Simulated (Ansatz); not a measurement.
# FH5SSn: the cost of one run

Program: Ansatz 0.2.0, Gaussian basis. Level of theory: PBE0-D4, def2-SVP first, then def2-TZVP. These are calculated values, not measurements.

143 further runs of the same task are left out: 143 set aside as unsound or not needed.

## (1) The system as given

The guess: 8 atoms, charge 0, spin multiplicity 1.

Atoms are counted from 1 here; the program's logs count them from 0.

Bond lengths: Sn1–H3 1.665 Å, Sn1–H4 1.673 Å, Sn1–H5 1.708 Å, Sn1–S7 2.586 Å, H6–S7 1.456 Å, S7–H8 1.327 Å. Angles: H3–Sn1–H4 122.2°, H3–Sn1–H5 110.8°, H3–Sn1–S7 105.8°, H4–Sn1–H5 110.0°, H4–Sn1–S7 107.5°, H5–Sn1–S7 97.5°, Sn1–S7–H6 74.8°, Sn1–S7–H8 95.4°, H6–S7–H8 90.7°.

Coordinates:

```mol
FH5SSn
  3D, bonds by distance, orders not assigned

  8  6  0  0  0  0  0  0  0  0999 V2000
   -0.9303   -0.3349   -0.3079 Sn  0  0
    1.2895   -1.2454    0.5472 F   0  0
   -0.5529   -1.4956   -1.4411 H   0  0
   -1.2766   -0.7208    1.2823 H   0  0
   -2.1037    0.7471   -0.9150 H   0  0
    1.6140    0.0384    0.1621 H   0  0
    1.0664    1.3086   -0.2917 S   0  0
    0.8936    1.7025    0.9641 H   0  0
  1  3  8  0
  1  4  8  0
  1  5  8  0
  1  7  8  0
  6  7  8  0
  7  8  8  0
M  END
```

Distances that are to change: Sn1–S7 2.59 Å, F2–H6 1.38 Å, Sn1–F2 2.55 Å, H6–S7 1.46 Å.

## (2) Constrained relaxation of the guess

hold/in.yaml

```yaml
crystal:
  periodic: [false, false, false]
  atoms:
    - {symbol: Sn, position_ang: [-0.930300, -0.334900, -0.307900]}
    - {symbol: F, position_ang: [1.289500, -1.245400, 0.547200]}
    - {symbol: H, position_ang: [-0.552900, -1.495600, -1.441100]}
    - {symbol: H, position_ang: [-1.276600, -0.720800, 1.282300]}
    - {symbol: H, position_ang: [-2.103700, 0.747100, -0.915000]}
    - {symbol: H, position_ang: [1.614000, 0.038400, 0.162100]}
    - {symbol: S, position_ang: [1.066400, 1.308600, -0.291700]}
    - {symbol: H, position_ang: [0.893600, 1.702500, 0.964100]}
basis:
  gaussian: {orbitals: def2-SVP}
hamiltonian: {xc: pbe0, dispersion: d4}
relax: {f_tol: 0.04, max_steps: 150, escape_saddle: false, constraints: [{distance: [0, 6]}, {distance: [1, 5]}, {distance: [0, 1]}, {distance: [5, 6]}]}
```

Run with:

```sh
> ansatz run in.yaml --threads 4 --pin off --events-out ev --progress --plain --max-ram 9574MiB
```

**Question.** How long does this run take on 4 threads of Arm Neoverse V2, shared host?

About 7.5 s.
